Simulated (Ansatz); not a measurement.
Run this with Ansatz 0.2.0 through its Python package and show what comes out.

Script `methods_c2h6gete.py`:
```python
# -*- coding: utf-8 -*-
import logging
import sys
import warnings

import ansatz
from ase import Atoms

logging.basicConfig(stream=sys.stdout, format='[%(levelname)s] %(message)s')
logger = logging.getLogger('calc')
logger.setLevel(logging.INFO)


def main():
    warnings.simplefilter('ignore', ansatz.DeckWarning)

    atoms = Atoms(['C', 'C', 'Ge', 'Te', 'H', 'H', 'H', 'H', 'H', 'H'], positions=[
        (-1.2356, 0.7999, -0.3513),
        (-0.161, 0.1356, -0.4544),
        (0.3143, -1.0756, 0.9349),
        (1.1759, 0.3584, -2.1499),
        (-1.5641, 1.5239, -1.1722),
        (-1.9337, 0.7602, 0.4994),
        (1.7188, -1.7555, 0.5912),
        (-0.7142, -2.1397, 1.1059),
        (0.5083, -0.2754, 2.3182),
        (1.9744, 1.6172, -1.3189),
    ])
    mol = ansatz.Crystal.molecule_from_ase(atoms)

    calculation = mol.calculation().basis(gaussian='def2-SVP').scf(lower_state_search='standard')

    methods = ['mp2', 'ccsd', 'ccsd_t']
    batch = ansatz.Session.batch([calculation.correlation(m).input() for m in methods])
    reports = sorted(batch.plan().execute().molecular_reports, key=lambda each: each['member'])
    logger.info(f'Hartree-Fock reference {reports[0]["reference_energy_ev"] / 27.211386246:.6f} Ha')
    best = reports[-1]['free_energy_ev'] - reports[-1]['reference_energy_ev']
    for method, each in zip(methods, reports):
        gained = each['free_energy_ev'] - each['reference_energy_ev']
        logger.info(f'{method:8s} total {each["free_energy_ev"] / 27.211386246:.6f} Ha  correlation {gained:9.4f} eV  ({100 * gained / best:.1f} % of the last)')


if __name__ == '__main__':
    main()
```

`python methods_c2h6gete.py` gives:
```text
[INFO] Hartree-Fock reference -2421.195852 Ha
[INFO] mp2      total -2421.821135 Ha  correlation  -17.0148 eV  (90.7 % of the last)
[INFO] ccsd     total -2421.862344 Ha  correlation  -18.1362 eV  (96.7 % of the last)
[INFO] ccsd_t   total -2421.885375 Ha  correlation  -18.7629 eV  (100.0 % of the last)
```

What to keep in mind:
- The settings weren't tested for convergence.
- The geometry is a force-field or estimated start, not a minimum of this method, and the basis set is short of its limit. A lower total doesn't mark the better method: functionals have no common bound, and MP2 and coupled cluster aren't variational.
- def2 sets replace the cores of elements past krypton by effective core potentials.
- Inner cores stay frozen; a filled d shell under the valence of the heavier atoms is correlated with it.
